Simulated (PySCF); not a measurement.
**CH₉GeNSi: core binding energies at several levels of theory**

Aim: compute the core binding energies of CH₉GeNSi (`N[CH2][GeH2][SiH3]`) at several levels, and see how far they spread and what each costs.

Computed with PySCF 2.14.0, with density-fitted response routines of our own, on a single molecule in the gas phase. Atoms count from 0, in the outputs and in this text.

## 1. The starting structure

13 atoms, charge 0, multiplicity 1; geometry from: PBE0-D3(BJ)/def2-SVP.

Bonds of the start (Å): N0–C1 1.45, C1–Ge2 1.97, Ge2–Si3 2.38, N0–H4 1.02, N0–H5 1.02, C1–H6 1.10, C1–H7 1.11, Ge2–H8 1.54, Ge2–H9 1.55, Si3–H10 1.50, Si3–H11 1.49, Si3–H12 1.49.

## 2. X-ray photoelectron lines: SCAN, X2C

Job settings and geometry (Å):

```
{"job": {"kind": "xps"}, "charge": 0, "multiplicity": 1}
N     -1.229987     0.750712     0.937190
C     -1.427399     0.000659    -0.290107
Ge     0.195967    -1.073803    -0.609737
Si     1.969273     0.398619    -0.011553
H     -1.209794     0.133514     1.746344
H     -1.986081     1.413802     1.096465
H     -1.491665     0.707224    -1.133831
H     -2.338384    -0.630048    -0.333029
H      0.259188    -1.573334    -2.067803
H      0.185615    -2.312799     0.316136
H      3.285927    -0.096305    -0.526368
H      2.076572     0.518226     1.473284
H      1.715980     1.745467    -0.608067
```

With the program's defaults for keys left out, this is: delta-SCF UKS SCAN, pcX-2 on the ionised atom, pcseg-1 elsewhere, spin-free X2C.

Started as:

```console
OMP_NUM_THREADS=1 python probes_run.py task.json out
```

The driver reads the jobs from task.json and runs them one after another.

Output:

```text
ground state, core basis on atom 0 (N), 149 functions
  cycle   1  E = -2482.20473722  |g| = 4.28e-01
  cycle   2  E = -2482.13814818  |g| = 6.79e-01
  cycle   3  E = -2482.24822184  |g| = 6.13e-02
  cycle   4  E = -2482.24913180  |g| = 1.63e-02
  cycle   5  E = -2482.24918807  |g| = 8.31e-03
  cycle   6  E = -2482.24920485  |g| = 1.82e-03
  cycle   7  E = -2482.24920487  |g| = 8.07e-04
  cycle   8  E = -2482.24920746  |g| = 9.53e-05
  E(ground) = -2482.41590604 Eh
hole in N 1s of atom 0
  cycle   1  E = -2466.66866196  |g| = 1.85e+00
  cycle   2  E = -2466.00405268  |g| = 2.07e+00
  cycle   3  E = -2467.30823688  |g| = 3.85e-01
  cycle   4  E = -2467.35488204  |g| = 1.18e-01
  cycle   5  E = -2467.36173047  |g| = 5.23e-02
  cycle   6  E = -2467.36317219  |g| = 9.72e-03
  cycle   7  E = -2467.36323392  |g| = 3.22e-03
  cycle   8  E = -2467.36323856  |g| = 1.11e-03
  cycle   9  E = -2467.36324213  |g| = 3.73e-04
  E(ion) = -2467.52896946 Eh   <S^2> = 0.7652   hole on atom = 1.000   binding energy = 405.094 eV
ground state, core basis on atom 1 (C), 149 functions
  cycle   1  E = -2482.23896272  |g| = 5.86e-02
  cycle   2  E = -2482.23888377  |g| = 2.69e-02
  cycle   3  E = -2482.23888993  |g| = 2.67e-02
  cycle   4  E = -2482.23904264  |g| = 1.41e-03
  cycle   5  E = -2482.23904261  |g| = 3.64e-04
  E(ground) = -2482.40648734 Eh
hole in C 1s of atom 1
  cycle   1  E = -2470.96679548  |g| = 1.51e+00
  cycle   2  E = -2470.04501253  |g| = 1.98e+00
  cycle   3  E = -2471.49487975  |g| = 3.49e-01
  cycle   4  E = -2471.54118921  |g| = 1.19e-01
  cycle   5  E = -2471.54658100  |g| = 5.06e-02
  cycle   6  E = -2471.54766734  |g| = 1.16e-02
  cycle   7  E = -2471.54773942  |g| = 4.72e-03
  cycle   8  E = -2471.54775599  |g| = 1.79e-03
  cycle   9  E = -2471.54776009  |g| = 9.49e-04
  cycle  10  E = -2471.54776033  |g| = 2.47e-04
  E(ion) = -2471.71460908 Eh   <S^2> = 0.7723   hole on atom = 1.000   binding energy = 290.941 eV
ground state, core basis on atom 3 (Si), 160 functions
  cycle   1  E = -2482.32828032  |g| = 2.87e-01
  cycle   2  E = -2482.32836628  |g| = 3.23e-02
  cycle   3  E = -2482.32836629  |g| = 2.16e-02
  cycle   4  E = -2482.32841737  |g| = 6.25e-03
  cycle   5  E = -2482.32843468  |g| = 7.42e-04
  cycle   6  E = -2482.32843178  |g| = 1.26e-04
  E(ground) = -2482.45450673 Eh
hole in Si 1s of atom 3
  cycle   1  E = -2413.41488625  |g| = 4.35e+00
  cycle   2  E = -2412.74542754  |g| = 2.38e+00
  cycle   3  E = -2413.55662909  |g| = 1.16e+00
  cycle   4  E = -2414.43596355  |g| = 3.16e-01
  cycle   5  E = -2414.46874933  |g| = 1.63e-01
  cycle   6  E = -2414.48271257  |g| = 3.70e-02
  cycle   7  E = -2414.48359309  |g| = 7.89e-03
  cycle   8  E = -2414.48363303  |g| = 2.51e-03
  cycle   9  E = -2414.48363468  |g| = 1.21e-03
  cycle  10  E = -2414.48363618  |g| = 3.37e-04
  E(ion) = -2414.61772451 Eh   <S^2> = 0.7525   hole on atom = 1.000   binding energy = 1845.933 eV
hole in Si 2p of atom 3
  cycle   1  E = -2478.07306862  |g| = 1.23e+00
  cycle   2  E = -2477.77452350  |g| = 1.19e+00
  cycle   3  E = -2478.32961720  |g| = 3.38e-01
  cycle   4  E = -2478.39648116  |g| = 1.38e-01
  cycle   5  E = -2478.40392183  |g| = 5.43e-02
  cycle   6  E = -2478.40576402  |g| = 8.36e-03
  cycle   7  E = -2478.40580547  |g| = 3.51e-03
  cycle   8  E = -2478.40581306  |g| = 1.29e-03
  cycle   9  E = -2478.40581280  |g| = 3.53e-04
  E(ion) = -2478.54366757 Eh   <S^2> = 0.7526   hole on atom = 1.002   binding energy = 106.419 eV
  2p3/2 = 106.209 eV   2p1/2 = 106.831 eV
```

Run time: 24 s. Hardware: 1 thread of Arm Neoverse V1, shared host; peak memory 0.62 GiB.

Binding energies by hole, beside the orbital energy of the ground state; the difference holds orbital relaxation and, for a density functional, its self-interaction error:

```tsv
hole	stands for	environment	ΔSCF (eV; 2p as the shell's mean)	−ε (eV)	⟨S²⟩
N1s on N0	N0	amine nitrogen	405.09	385.8	0.765
C1s on C1	C1	sp3 CH2 bonded to Ge and N	290.94	274.4	0.772
Si1s on Si3	Si3	silicon bonded to Ge, 3 H	1845.93	1793.0	0.753
Si2p on Si3	Si3	silicon bonded to Ge, 3 H	106.42	95.9	0.753
```

With the spin-orbit splitting: Si3 2p3/2 106.21, 2p1/2 106.83 eV. The table gives each 2p level as the mean over the whole 2p shell (two parts 2p3/2, one part 2p1/2), which differs a little from the single hole in the log.

## 3. X-ray photoelectron lines: B3LYP, X2C

Same as in step 2 but for these lines:

```diff
@@ -1,2 +1,2 @@
-{"job": {"kind": "xps"}, "charge": 0, "multiplicity": 1}
+{"job": {"kind": "xps", "xc": "B3LYP"}, "charge": 0, "multiplicity": 1}
 N     -1.229987     0.750712     0.937190
```

Level: delta-SCF UKS B3LYP, pcX-2 on the ionised atom, pcseg-1 elsewhere, spin-free X2C.

Output:

```text
ground state, core basis on atom 0 (N), 149 functions
  cycle   1  E = -2482.37882658  |g| = 3.79e-01
  cycle   2  E = -2482.34512217  |g| = 5.46e-01
  cycle   3  E = -2482.41228158  |g| = 4.30e-02
  cycle   4  E = -2482.41269582  |g| = 8.95e-03
  cycle   5  E = -2482.41271643  |g| = 3.89e-03
  cycle   6  E = -2482.41271952  |g| = 8.28e-04
  cycle   7  E = -2482.41272047  |g| = 3.06e-04
  E(ground) = -2482.41636422 Eh
hole in N 1s of atom 0
  cycle   1  E = -2466.84126439  |g| = 1.86e+00
  cycle   2  E = -2466.34265692  |g| = 2.00e+00
  cycle   3  E = -2467.49553382  |g| = 3.00e-01
  cycle   4  E = -2467.52520009  |g| = 5.74e-02
  cycle   5  E = -2467.52661273  |g| = 2.33e-02
  cycle   6  E = -2467.52689720  |g| = 4.65e-03
  cycle   7  E = -2467.52690990  |g| = 1.41e-03
  cycle   8  E = -2467.52691096  |g| = 5.19e-04
  cycle   9  E = -2467.52691267  |g| = 1.34e-04
  E(ion) = -2467.53048475 Eh   <S^2> = 0.7589   hole on atom = 1.000   binding energy = 405.065 eV
ground state, core basis on atom 1 (C), 149 functions
  cycle   1  E = -2482.40233933  |g| = 4.33e-02
  cycle   2  E = -2482.40228302  |g| = 2.25e-02
  cycle   3  E = -2482.40233033  |g| = 1.75e-02
  cycle   4  E = -2482.40240959  |g| = 8.71e-04
  cycle   5  E = -2482.40241083  |g| = 2.85e-04
  E(ground) = -2482.40608742 Eh
hole in C 1s of atom 1
  cycle   1  E = -2471.13540659  |g| = 1.52e+00
  cycle   2  E = -2470.42098895  |g| = 1.89e+00
  cycle   3  E = -2471.67569001  |g| = 2.84e-01
  cycle   4  E = -2471.70620461  |g| = 9.40e-02
  cycle   5  E = -2471.70948187  |g| = 3.52e-02
  cycle   6  E = -2471.71002304  |g| = 4.48e-03
  cycle   7  E = -2471.71003699  |g| = 1.53e-03
  cycle   8  E = -2471.71004170  |g| = 6.48e-04
  cycle   9  E = -2471.71004108  |g| = 2.05e-04
  E(ion) = -2471.71362838 Eh   <S^2> = 0.7615   hole on atom = 1.000   binding energy = 290.957 eV
ground state, core basis on atom 3 (Si), 160 functions
  cycle   1  E = -2482.46479498  |g| = 1.64e-01
  cycle   2  E = -2482.46484967  |g| = 3.53e-02
  cycle   3  E = -2482.46486533  |g| = 2.42e-02
  cycle   4  E = -2482.46497506  |g| = 6.78e-03
  cycle   5  E = -2482.46498694  |g| = 6.44e-04
  cycle   6  E = -2482.46498715  |g| = 7.69e-05
  E(ground) = -2482.46850512 Eh
hole in Si 1s of atom 3
  cycle   1  E = -2413.58808371  |g| = 4.39e+00
  cycle   2  E = -2413.89091295  |g| = 2.02e+00
  cycle   3  E = -2414.47887712  |g| = 5.78e-01
  cycle   4  E = -2414.64878237  |g| = 2.15e-01
  cycle   5  E = -2414.67660555  |g| = 6.34e-02
  cycle   6  E = -2414.67857889  |g| = 1.40e-02
  cycle   7  E = -2414.67868825  |g| = 3.04e-03
  cycle   8  E = -2414.67869249  |g| = 1.03e-03
  cycle   9  E = -2414.67869312  |g| = 2.66e-04
  E(ion) = -2414.68219920 Eh   <S^2> = 0.7519   hole on atom = 1.000   binding energy = 1844.559 eV
hole in Si 2p of atom 3
  cycle   1  E = -2478.21610758  |g| = 1.22e+00
  cycle   2  E = -2478.19545948  |g| = 1.00e+00
  cycle   3  E = -2478.53847164  |g| = 1.56e-01
  cycle   4  E = -2478.55258862  |g| = 7.60e-02
  cycle   5  E = -2478.55544213  |g| = 2.84e-02
  cycle   6  E = -2478.55589728  |g| = 2.75e-03
  cycle   7  E = -2478.55590259  |g| = 1.24e-03
  cycle   8  E = -2478.55590123  |g| = 5.01e-04
  cycle   9  E = -2478.55590266  |g| = 1.35e-04
  E(ion) = -2478.55944332 Eh   <S^2> = 0.7529   hole on atom = 1.002   binding energy = 106.371 eV
  2p3/2 = 106.154 eV   2p1/2 = 106.772 eV
```

Wall time 32 s (1 thread of Arm Neoverse V1, shared host); peak memory 0.65 GiB.

The holes in one table. −ε is the ground-state orbital energy:

```tsv
hole	stands for	environment	ΔSCF (eV; 2p as the shell's mean)	−ε (eV)	⟨S²⟩
N1s on N0	N0	amine nitrogen	405.07	389.6	0.759
C1s on C1	C1	sp3 CH2 bonded to Ge and N	290.96	277.7	0.761
Si1s on Si3	Si3	silicon bonded to Ge, 3 H	1844.56	1802.6	0.752
Si2p on Si3	Si3	silicon bonded to Ge, 3 H	106.36	98.5	0.753
```

With the spin-orbit splitting: Si3 2p3/2 106.15, 2p1/2 106.77 eV. The table gives each 2p level as the mean over the whole 2p shell (two parts 2p3/2, one part 2p1/2), which differs a little from the single hole in the log.

## 4. X-ray photoelectron lines: PBE0, X2C

Same as in step 3 but for these lines:

```diff
@@ -1,2 +1,2 @@
-{"job": {"kind": "xps", "xc": "B3LYP"}, "charge": 0, "multiplicity": 1}
+{"job": {"kind": "xps", "xc": "PBE0"}, "charge": 0, "multiplicity": 1}
 N     -1.229987     0.750712     0.937190
```

Level: delta-SCF UKS PBE0, pcX-2 on the ionised atom, pcseg-1 elsewhere, spin-free X2C.

Output:

```text
ground state, core basis on atom 0 (N), 149 functions
  cycle   1  E = -2481.80269974  |g| = 3.28e-01
  cycle   2  E = -2481.78791800  |g| = 4.24e-01
  cycle   3  E = -2481.82799160  |g| = 3.73e-02
  cycle   4  E = -2481.82829251  |g| = 6.86e-03
  cycle   5  E = -2481.82829993  |g| = 2.35e-03
  cycle   6  E = -2481.82830335  |g| = 6.51e-04
  cycle   7  E = -2481.82830190  |g| = 2.09e-04
  E(ground) = -2481.83125616 Eh
hole in N 1s of atom 0
  cycle   1  E = -2466.27351907  |g| = 1.86e+00
  cycle   2  E = -2465.91807705  |g| = 1.87e+00
  cycle   3  E = -2466.93293356  |g| = 2.81e-01
  cycle   4  E = -2466.95931352  |g| = 4.63e-02
  cycle   5  E = -2466.96025882  |g| = 1.56e-02
  cycle   6  E = -2466.96039383  |g| = 4.30e-03
  cycle   7  E = -2466.96040305  |g| = 1.45e-03
  cycle   8  E = -2466.96040535  |g| = 5.30e-04
  cycle   9  E = -2466.96040576  |g| = 1.17e-04
  E(ion) = -2466.96329329 Eh   <S^2> = 0.7610   hole on atom = 1.000   binding energy = 404.578 eV
ground state, core basis on atom 1 (C), 149 functions
  cycle   1  E = -2481.81830131  |g| = 5.90e-02
  cycle   2  E = -2481.81827386  |g| = 2.04e-02
  cycle   3  E = -2481.81828004  |g| = 1.97e-02
  cycle   4  E = -2481.81837206  |g| = 6.75e-04
  cycle   5  E = -2481.81837136  |g| = 1.23e-04
  E(ground) = -2481.82133389 Eh
hole in C 1s of atom 1
  cycle   1  E = -2470.57116156  |g| = 1.52e+00
  cycle   2  E = -2470.02149692  |g| = 1.75e+00
  cycle   3  E = -2471.11266763  |g| = 2.74e-01
  cycle   4  E = -2471.14196641  |g| = 8.17e-02
  cycle   5  E = -2471.14446919  |g| = 2.97e-02
  cycle   6  E = -2471.14486278  |g| = 4.13e-03
  cycle   7  E = -2471.14487759  |g| = 1.62e-03
  cycle   8  E = -2471.14488116  |g| = 6.72e-04
  cycle   9  E = -2471.14488120  |g| = 2.00e-04
  E(ion) = -2471.14775797 Eh   <S^2> = 0.7652   hole on atom = 1.000   binding energy = 290.443 eV
ground state, core basis on atom 3 (Si), 160 functions
  cycle   1  E = -2481.87950479  |g| = 2.08e-01
  cycle   2  E = -2481.87950916  |g| = 2.99e-02
  cycle   3  E = -2481.87945907  |g| = 2.90e-02
  cycle   4  E = -2481.87965837  |g| = 4.51e-03
  cycle   5  E = -2481.87966218  |g| = 4.14e-04
  E(ground) = -2481.88246496 Eh
hole in Si 1s of atom 3
  cycle   1  E = -2413.03346545  |g| = 4.38e+00
  cycle   2  E = -2413.47800412  |g| = 1.88e+00
  cycle   3  E = -2413.98835927  |g| = 4.85e-01
  cycle   4  E = -2414.10553468  |g| = 1.67e-01
  cycle   5  E = -2414.12292979  |g| = 4.22e-02
  cycle   6  E = -2414.12380213  |g| = 9.67e-03
  cycle   7  E = -2414.12385480  |g| = 1.79e-03
  cycle   8  E = -2414.12385723  |g| = 6.08e-04
  cycle   9  E = -2414.12385734  |g| = 2.64e-04
  E(ion) = -2414.12664871 Eh   <S^2> = 0.7520   hole on atom = 1.000   binding energy = 1843.730 eV
hole in Si 2p of atom 3
  cycle   1  E = -2477.64342536  |g| = 1.22e+00
  cycle   2  E = -2477.68954120  |g| = 9.14e-01
  cycle   3  E = -2477.97012008  |g| = 1.30e-01
  cycle   4  E = -2477.98023144  |g| = 5.92e-02
  cycle   5  E = -2477.98204265  |g| = 2.12e-02
  cycle   6  E = -2477.98229376  |g| = 2.06e-03
  cycle   7  E = -2477.98229627  |g| = 9.63e-04
  cycle   8  E = -2477.98229709  |g| = 4.60e-04
  E(ion) = -2477.98511726 Eh   <S^2> = 0.7536   hole on atom = 1.002   binding energy = 106.052 eV
  2p3/2 = 105.837 eV   2p1/2 = 106.452 eV
```

Run time: 30 s. Hardware: 1 thread of Arm Neoverse V1, shared host; peak memory 0.71 GiB.

The holes in one table. −ε is the ground-state orbital energy:

```tsv
hole	stands for	environment	ΔSCF (eV; 2p as the shell's mean)	−ε (eV)	⟨S²⟩
N1s on N0	N0	amine nitrogen	404.58	391.4	0.761
C1s on C1	C1	sp3 CH2 bonded to Ge and N	290.44	279.1	0.765
Si1s on Si3	Si3	silicon bonded to Ge, 3 H	1843.73	1806.4	0.752
Si2p on Si3	Si3	silicon bonded to Ge, 3 H	106.04	99.3	0.754
```

With the spin-orbit splitting: Si3 2p3/2 105.84, 2p1/2 106.45 eV. The table gives each 2p level as the mean over the whole 2p shell (two parts 2p3/2, one part 2p1/2), which differs a little from the single hole in the log.

## 5. X-ray photoelectron lines: PBE, X2C

Same as in step 4 but for these lines:

```diff
@@ -1,2 +1,2 @@
-{"job": {"kind": "xps", "xc": "PBE0"}, "charge": 0, "multiplicity": 1}
+{"job": {"kind": "xps", "xc": "PBE"}, "charge": 0, "multiplicity": 1}
 N     -1.229987     0.750712     0.937190
```

Level: delta-SCF UKS PBE, pcX-2 on the ionised atom, pcseg-1 elsewhere, spin-free X2C.

Output:

```text
ground state, core basis on atom 0 (N), 149 functions
  cycle   1  E = -2481.68908021  |g| = 4.57e-01
  cycle   2  E = -2481.56418952  |g| = 8.52e-01
  cycle   3  E = -2481.73961887  |g| = 7.00e-02
  cycle   4  E = -2481.74094582  |g| = 1.70e-02
  cycle   5  E = -2481.74100599  |g| = 8.69e-03
  cycle   6  E = -2481.74102374  |g| = 1.83e-03
  cycle   7  E = -2481.74102723  |g| = 6.09e-04
  cycle   8  E = -2481.74102630  |g| = 7.57e-05
  E(ground) = -2481.74509924 Eh
hole in N 1s of atom 0
  cycle   1  E = -2466.19688302  |g| = 1.87e+00
  cycle   2  E = -2464.65218348  |g| = 2.50e+00
  cycle   3  E = -2466.77313788  |g| = 4.64e-01
  cycle   4  E = -2466.84296707  |g| = 2.61e-01
  cycle   5  E = -2466.88032526  |g| = 1.01e-01
  cycle   6  E = -2466.88489269  |g| = 1.70e-02
  cycle   7  E = -2466.88507454  |g| = 4.75e-03
  cycle   8  E = -2466.88509233  |g| = 1.24e-03
  cycle   9  E = -2466.88509094  |g| = 4.47e-04
  E(ion) = -2466.88906478 Eh   <S^2> = 0.7588   hole on atom = 1.000   binding energy = 404.253 eV
ground state, core basis on atom 1 (C), 149 functions
  cycle   1  E = -2481.73047485  |g| = 7.30e-02
  cycle   2  E = -2481.73031344  |g| = 3.12e-02
  cycle   3  E = -2481.73014701  |g| = 4.02e-02
  cycle   4  E = -2481.73056076  |g| = 1.80e-03
  cycle   5  E = -2481.73056212  |g| = 6.70e-04
  cycle   6  E = -2481.73056427  |g| = 1.30e-04
  E(ground) = -2481.73465774 Eh
hole in C 1s of atom 1
  cycle   1  E = -2470.49588121  |g| = 1.53e+00
  cycle   2  E = -2469.11104588  |g| = 2.26e+00
  cycle   3  E = -2471.00792964  |g| = 3.63e-01
  cycle   4  E = -2471.06020228  |g| = 1.40e-01
  cycle   5  E = -2471.06945366  |g| = 5.22e-02
  cycle   6  E = -2471.07063642  |g| = 1.21e-02
  cycle   7  E = -2471.07071372  |g| = 2.93e-03
  cycle   8  E = -2471.07071690  |g| = 7.45e-04
  cycle   9  E = -2471.07071747  |g| = 2.44e-04
  E(ion) = -2471.07469578 Eh   <S^2> = 0.7622   hole on atom = 1.000   binding energy = 290.072 eV
ground state, core basis on atom 3 (Si), 160 functions
  cycle   1  E = -2481.79282619  |g| = 2.66e-01
  cycle   2  E = -2481.79274884  |g| = 4.42e-02
  cycle   3  E = -2481.79241730  |g| = 5.04e-02
  cycle   4  E = -2481.79299219  |g| = 1.25e-02
  cycle   5  E = -2481.79302538  |g| = 1.60e-03
  cycle   6  E = -2481.79303049  |g| = 2.71e-04
  E(ground) = -2481.79691589 Eh
hole in Si 1s of atom 3
  cycle   1  E = -2412.97975079  |g| = 4.42e+00
  cycle   2  E = -2411.18919694  |g| = 2.71e+00
  cycle   3  E = -2405.07946049  |g| = 2.71e+00
  cycle   4  E = -2413.94034242  |g| = 4.93e-01
  cycle   5  E = -2413.96036763  |g| = 4.62e-01
  cycle   6  E = -2414.07570852  |g| = 7.65e-02
  cycle   7  E = -2414.07842849  |g| = 2.83e-02
  cycle   8  E = -2414.07877080  |g| = 7.59e-03
  cycle   9  E = -2414.07880669  |g| = 1.41e-03
  cycle  10  E = -2414.07880612  |g| = 4.19e-04
  E(ion) = -2414.08268096 Eh   <S^2> = 0.7515   hole on atom = 1.000   binding energy = 1842.598 eV
hole in Si 2p of atom 3
  cycle   1  E = -2477.56562667  |g| = 1.23e+00
  cycle   2  E = -2476.45117217  |g| = 1.66e+00
  cycle   3  E = -2477.67704141  |g| = 6.39e-01
  cycle   4  E = -2477.89231022  |g| = 1.79e-01
  cycle   5  E = -2477.90158036  |g| = 9.22e-02
  cycle   6  E = -2477.90724375  |g| = 1.75e-02
  cycle   7  E = -2477.90746094  |g| = 4.08e-03
  cycle   8  E = -2477.90746791  |g| = 2.17e-03
  cycle   9  E = -2477.90747049  |g| = 6.00e-04
  cycle  10  E = -2477.90747101  |g| = 1.07e-04
  E(ion) = -2477.91137911 Eh   <S^2> = 0.7522   hole on atom = 1.002   binding energy = 105.731 eV
  2p3/2 = 105.510 eV   2p1/2 = 106.133 eV
```

Wall time 16 s (1 thread of Arm Neoverse V1, shared host); peak memory 0.6 GiB.

Binding energies by hole, beside the orbital energy of the ground state; the difference holds orbital relaxation and, for a density functional, its self-interaction error:

```tsv
hole	stands for	environment	ΔSCF (eV; 2p as the shell's mean)	−ε (eV)	⟨S²⟩
N1s on N0	N0	amine nitrogen	404.25	380.6	0.759
C1s on C1	C1	sp3 CH2 bonded to Ge and N	290.07	269.8	0.762
Si1s on Si3	Si3	silicon bonded to Ge, 3 H	1842.60	1783.2	0.752
Si2p on Si3	Si3	silicon bonded to Ge, 3 H	105.72	93.8	0.752
```

With the spin-orbit splitting: Si3 2p3/2 105.51, 2p1/2 106.13 eV. The table gives each 2p level as the mean over the whole 2p shell (two parts 2p3/2, one part 2p1/2), which differs a little from the single hole in the log.

[end of part 1 of 2]
